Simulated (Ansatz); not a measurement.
**C₂H₆FNO₂W: vertical ionisation energy**

An exercise on one series of results from a longer session: the logs are not shown, and one member is left open.

Program: Ansatz 0.2.0, Gaussian basis. Level of theory: unrestricted cation, the program's frozen cores in correlated methods. These are calculated values, not measurements.

Levels to be run: UKS PBE-D4/def2-TZVPP; UKS r2SCAN-D4/def2-TZVPP; UKS PBE0-D4/def2-TZVPP; UKS B3LYP-D4/def2-TZVPP; UKS wB97X-V/def2-TZVPP; UKS wB97M-V/def2-TZVPP; UKS B2PLYP/def2-TZVPP; UHF-CCSD(T)/def2-TZVPP; UHF-MP2/def2-QZVPP; extrapolation to the limit; then −ε(HOMO) from the neutral's earlier runs with LDA (SPW92), PBE-D4, revPBE-D4, BLYP-D4, r2SCAN-D4, B97M-V, PBE0-D4, B3LYP-D4, r2SCANh-D4, r2SCAN0-D4, HSE06-D4, BHLYP-D4, CAM-B3LYP-D4, LC-ωPBE, ωB97X-V, ωB97M-V.

## The geometry

An earlier PBE0-D4 in a triple-zeta def2 set relaxation fixed the geometry. W takes the def2 core potential; no spin-orbit term is included.

SMILES `C[N]=[W](=[O])([F])[O]C`, 13 atoms, charge 0, spin multiplicity 1.

Atoms are counted from 1 here; the program's logs count them from 0.

Bond lengths: C1–N2 1.420 Å, C1–H8 1.094 Å, C1–H9 1.095 Å, C1–H10 1.096 Å, N2–W3 1.744 Å, W3–O4 1.708 Å, W3–F5 1.877 Å, W3–O6 1.865 Å, O6–C7 1.406 Å, C7–H11 1.092 Å, C7–H12 1.093 Å, C7–H13 1.093 Å. Angles: N2–C1–H8 110.2°, N2–C1–H9 110.3°, N2–C1–H10 111.5°, H8–C1–H9 107.6°, H8–C1–H10 108.7°, H9–C1–H10 108.5°, C1–N2–W3 154.9°, N2–W3–O4 108.0°, N2–W3–F5 108.5°, N2–W3–O6 107.6°, O4–W3–F5 110.8°, O4–W3–O6 109.4°, F5–W3–O6 112.3°, W3–O6–C7 137.6°, O6–C7–H11 108.8°, O6–C7–H12 111.0°, O6–C7–H13 109.5°, H11–C7–H12 109.3° and more.

Set-up of the first run:

in.yaml reads:

```yaml
crystal:
  periodic: [false, false, false]
  atoms:
    - {symbol: C, position_ang: [0.741379, -2.010654, 0.947791]}
    - {symbol: N, position_ang: [0.754384, -0.630694, 0.615040]}
    - {symbol: W, position_ang: [0.376443, 1.054888, 0.854864]}
    - {symbol: O, position_ang: [-0.578864, 1.185776, 2.265023]}
    - {symbol: F, position_ang: [1.984742, 2.003528, 1.048798]}
    - {symbol: O, position_ang: [-0.611878, 1.628213, -0.619586]}
    - {symbol: C, position_ang: [-1.116800, 1.076374, -1.810640]}
    - {symbol: H, position_ang: [1.762870, -2.371036, 1.104355]}
    - {symbol: H, position_ang: [0.306304, -2.593651, 0.129902]}
    - {symbol: H, position_ang: [0.159897, -2.199689, 1.856869]}
    - {symbol: H, position_ang: [-0.908347, 1.764900, -2.632667]}
    - {symbol: H, position_ang: [-0.651266, 0.110010, -2.022943]}
    - {symbol: H, position_ang: [-2.198365, 0.947233, -1.722107]}
basis:
  gaussian: {orbitals: def2-TZVPP}
total_charge: 1
magnetization: {spin_polarized: true, initial_magnetization: 1}
hamiltonian: {xc: pbe, dispersion: d4}
```

Launch:

```bash
ansatz run in.yaml --threads 2 --pin off --events-out ev --progress --plain --max-ram 32768MiB --backend cuda --devices 0, --max-vram 18GiB
```

Among the steps run: Cation, UKS PBE-D4/def2-TZVPP; Cation, UKS r2SCAN-D4/def2-TZVPP; Cation, UKS PBE0-D4/def2-TZVPP; Cation, UKS B3LYP-D4/def2-TZVPP; Cation, UKS wB97X-V/def2-TZVPP; Cation, UKS wB97M-V/def2-TZVPP; Cation, UKS B2PLYP (frozen core)/def2-TZVPP; Cation, UHF-CCSD(T)/def2-TZVPP; Cation, UHF-MP2/def2-QZVPP.

One of the session's tables, all rows but one given; the rest of the session is left out.

It belongs to the step «Ionisation energies side by side». For comparison, −ε(HOMO) of the neutral from earlier runs:

```
  functional  −ε(HOMO) (eV)
 LDA (SPW92)           6.45
      PBE-D4           6.26
   revPBE-D4           6.18
     BLYP-D4           6.15
   r2SCAN-D4           6.54
      B97M-V           6.62
     PBE0-D4           7.64
    B3LYP-D4           7.42
  r2SCANh-D4           7.05
  r2SCAN0-D4           7.83
    HSE06-D4           7.23
    BHLYP-D4           8.94
CAM-B3LYP-D4           9.00
     LC-ωPBE          10.28
     ωB97X-V           9.96
     ωB97M-V              ?
```

**Question.** Estimate the row for ωB97M-V.

The run gave: −ε(HOMO) (eV): 9.89. In the column «−ε(HOMO) (eV)» it lies between CAM-B3LYP-D4 (9.00) and ωB97X-V (9.96).
